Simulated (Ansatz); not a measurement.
**UCCSD/6-31G run of BN (SMILES B#N)**

What is the electronic atomisation energy of BN at UCCSD/6-31G? 

Program for the calculation: Ansatz 0.2.0.

66 further runs of the same task are left out: 66 set aside as unsound or not needed.

### 1 The structure to begin with

The species is BN (2 atoms), meant as a triplet with charge 0. SMILES: `B#N`. Geometry: relaxed at GFN2-xTB.

Bond lengths: B1–N2 1.268 Å.

### 2 A single-point energy at UCCSD/6-31G

run.yaml

```yaml
basis:
  gaussian: {orbitals: 6-31G}
crystal:
  periodic: [false, false, false]
  atoms:
    - symbol: B
      position_ang: [0.000000, 0.000000, 0.000000]
    - symbol: N
      position_ang: [0.000000, 0.000000, 1.268430]
magnetization: {spin_polarized: true, initial_magnetization: 2}
correlation: {method: ccsd, frozen_orbitals: {B: 1, "N": 1}}
accuracy: high
scf: {omitted_lower_state_checks: [cluster_reference, increment]}
```

Command:

```console
$ ansatz run run.yaml --threads 1 --pin off --max-ram 2610MiB --events-out events.jsonl --progress --plain --runs-dir runs
```

What it wrote:

```text
Warning: RAYON_NUM_THREADS=1 ignored (pool sized by the plan → 1); use --threads N
[... 16 lines left out ...]
2 core orbitals not correlated: weight in the atoms' cores, before any rotation towards them, 1.000 or more for the frozen orbitals, at most 0.000 for the correlated occupied ones
[... 30 lines left out ...]
Total energy: -2152.10067900 eV, -79.0882412069 hartree
Checks for a lower state left out: cluster_reference, increment
```

It took 0.26 s on 1 thread of AMD EPYC 9R45 (Zen 5), shared host.

### 3 The B atom, same level

job.yaml

```yaml
crystal:
  periodic: [false, false, false]
  atoms:
    - {symbol: B, position_ang: [0.000000, 0.000000, 0.000000]}
basis:
  gaussian:
    orbitals: 6-31G
total_charge: 0
magnetization:
  spin_polarized: true
  initial_magnetization: 1
correlation:
  method: ccsd
  frozen_orbitals: {B: 1}
accuracy: high
scf:
  omitted_lower_state_checks: [cluster_reference, increment]
```

Run the same way, it converges to -24.56135 Eh (log not shown).

### 4 The N atom

run.yaml

```yaml
crystal:
  periodic: [false, false, false]
  atoms:
    - {symbol: N, position_ang: [0.000000, 0.000000, 0.000000]}
basis:
  gaussian: {orbitals: 6-31G}
magnetization: {spin_polarized: true, initial_magnetization: 3}
correlation: {method: ccsd, frozen_orbitals: {"N": 1}}
accuracy: high
scf: {omitted_lower_state_checks: [cluster_reference, increment]}
```

Command:

```console
$ ansatz run run.yaml --threads 1 --pin off --max-ram 2610MiB --events-out events.jsonl --progress --plain --runs-dir runs
```

What it wrote (excerpt; [...] marks lines left out):

```text
Warning: RAYON_NUM_THREADS=1 ignored (pool sized by the plan → 1); use --threads N
Functional definition: HF
  name "HF"
[...]
46 factors; integrals over basis functions are off by at most 2.3e-8 eV
[...]
mean field -1479.89145031 eV, -54.3850076926 hartree, gradient 2.4e-8 eV, S^2 3.754594; 0 other end points of the search recorded, 0 dependent functions left out
1 core orbitals not correlated: weight in the atoms' cores, before any rotation towards them, 1.000 or more for the frozen orbitals, at most 0.000 for the correlated occupied ones
reference -1479.89145031 eV, -54.3850076926 hartree; 4, 1 occupied and 4, 7 virtual orbitals, 46 factors
second order -0.72847046 eV of doubles, -0.00000000 eV of singles
cycle   1  -0.86833861 eV  change   -1.4e-1 eV  update   2.1e-2
[...]
cycle  13  -0.92137257 eV  change  -3.6e-10 eV  update  2.6e-10
Total energy: -1480.81282289 eV, -54.4188675101 hartree
Checks for a lower state left out: cluster_reference, increment
```

Run time: 0.08 s. Hardware: 1 thread of AMD EPYC 9R45 (Zen 5), shared host.

### 5 What came out

Level: UCCSD/6-31G, 2 core orbitals frozen.

| quantity | value |
| --- | --- |
| molecule: total energy | -79.08824 Eh |
| molecule: correlation energy (2 core orbitals frozen) | -135.9 mEh |
| molecule: ⟨S²⟩ of the reference determinant | 2.050 |
| molecule: T1 diagnostic | 0.042 |
| B atom: total energy | -24.56135 Eh |
| B atom: correlation energy (1 core orbital frozen) | -41.9 mEh |
| B atom: ⟨S²⟩ of the reference determinant | 0.750 |
| B atom: T1 diagnostic | 0.005 |
| N atom: total energy | -54.41887 Eh |
| N atom: correlation energy (1 core orbital frozen) | -33.9 mEh |
| N atom: ⟨S²⟩ of the reference determinant | 3.755 |
| N atom: T1 diagnostic | 0.004 |
| electronic atomisation energy | 2.939 eV |

Taking the molecule apart into free atoms costs 2.94 eV (284 kJ/mol), before zero-point energy and without spin-orbit coupling. The basis has no polarisation functions, which makes bonds too weak.
